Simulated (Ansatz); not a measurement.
# CH₆AlNOS: a ladder of functionals and wavefunction methods

An exercise on one series of results from a longer session: the logs are not shown, and one member is left open.

Computed with Ansatz 0.2.0, Gaussian basis. Level: functionals in def2-TZVPP, the program's frozen cores in correlated methods.

Levels to be run: PBE-D4, r2SCAN-D4, PBE0-D4, B3LYP-D4, ωB97X-V, ωB97M-V, B2PLYP; CCSD(T)/def2-TZVPP; MP2/def2-QZVPP; extrapolation to the limit.

### The geometry

All runs share one geometry, relaxed beforehand with PBE0-D4 in a triple-zeta def2 set.

11 atoms, charge 0, spin multiplicity 1.

Atoms are counted from 1 here; the program's logs count them from 0.

Bond lengths: N1–C2 1.509 Å, N1–Al5 2.051 Å, N1–H6 1.013 Å, N1–H7 1.015 Å, C2–S3 1.832 Å, C2–O4 1.352 Å, C2–H8 1.098 Å, S3–H9 1.345 Å, O4–Al5 1.794 Å, Al5–H10 1.590 Å, Al5–H11 1.587 Å. Angles: C2–N1–Al5 83.6°, C2–N1–H6 113.3°, C2–N1–H7 110.6°, Al5–N1–H6 121.2°, Al5–N1–H7 116.5°, H6–N1–H7 109.0°, N1–C2–S3 111.5°, N1–C2–O4 105.0°, N1–C2–H8 108.2°, S3–C2–O4 109.9°, S3–C2–H8 108.2°, O4–C2–H8 114.1°, C2–S3–H9 96.2°, C2–O4–Al5 98.8°, N1–Al5–O4 72.1°, N1–Al5–H10 107.8°, N1–Al5–H11 110.9°, O4–Al5–H10 115.8° and more.

Geometry (Å):

```xyz
11
charge 0, multiplicity 1
N    -0.2284    0.1263    0.8028
C     0.4862   -0.6581   -0.2706
S    -0.4038   -2.2076   -0.6765
O     0.5033    0.1595   -1.3474
Al   -0.1668    1.6375   -0.5818
H     0.2935    0.1869    1.6694
H    -1.1404   -0.2762    0.9930
H     1.4827   -0.9234    0.1058
H    -0.0315   -2.8827    0.4255
H     0.9014    2.7074   -0.0883
H    -1.6309    2.0734   -1.0114
```

The first run:

The input, in.yaml:

```yaml
crystal:
  periodic: [false, false, false]
  atoms:
    - {symbol: N, position_ang: [-0.228448, 0.126336, 0.802848]}
    - {symbol: C, position_ang: [0.486217, -0.658076, -0.270624]}
    - {symbol: S, position_ang: [-0.403815, -2.207585, -0.676476]}
    - {symbol: O, position_ang: [0.503343, 0.159463, -1.347381]}
    - {symbol: Al, position_ang: [-0.166788, 1.637507, -0.581826]}
    - {symbol: H, position_ang: [0.293541, 0.186905, 1.669418]}
    - {symbol: H, position_ang: [-1.140424, -0.276164, 0.992994]}
    - {symbol: H, position_ang: [1.482689, -0.923448, 0.105804]}
    - {symbol: H, position_ang: [-0.031479, -2.882670, 0.425536]}
    - {symbol: H, position_ang: [0.901381, 2.707444, -0.088324]}
    - {symbol: H, position_ang: [-1.630917, 2.073391, -1.011366]}
basis:
  gaussian: {orbitals: def2-TZVPP}
hamiltonian: {xc: pbe, dispersion: d4}
output: {forces: true, orbitals: {seedname: orbitals}}
```

The run is started by

```sh
ansatz run in.yaml --threads 4 --pin off --events-out ev --progress --plain --max-ram 10444MiB
```

Steps of the session up to this table: PBE-D4 (GGA); r2SCAN-D4 (meta-GGA); PBE0-D4 (hybrid); B3LYP-D4 (hybrid); ωB97X-V (range-separated); ωB97M-V (range-separated); B2PLYP (double hybrid); CCSD(T) in def2-TZVPP; MP2 in def2-QZVPP.

One of the session's tables, all rows but one given; the rest of the session is left out.

| method | atomisation energy (kJ/mol) |
| --- | --- |
| PBE-D4 | 3809.0 |
| r2SCAN-D4 | 3742.4 |
| PBE0-D4 | 3725.8 |
| B3LYP-D4 | 3730.1 |
| ωB97X-V | 3761.8 |
| ωB97M-V | 3759.8 |
| B2PLYP | 3682.2 |
| HF/def2-TZVPP | ? |
| MP2/def2-TZVPP | 3686.4 |
| CCSD/def2-TZVPP | 3560.6 |
| CCSD(T)/def2-TZVPP | 3626.0 |
| MP2/CBS | 3803.7 |
| CCSD(T)/CBS | 3743.3 |

Estimate the missing values for HF/def2-TZVPP.

The run gave: atomisation energy (kJ/mol): 2564.6. In the column «atomisation energy (kJ/mol)» it is the lowest.
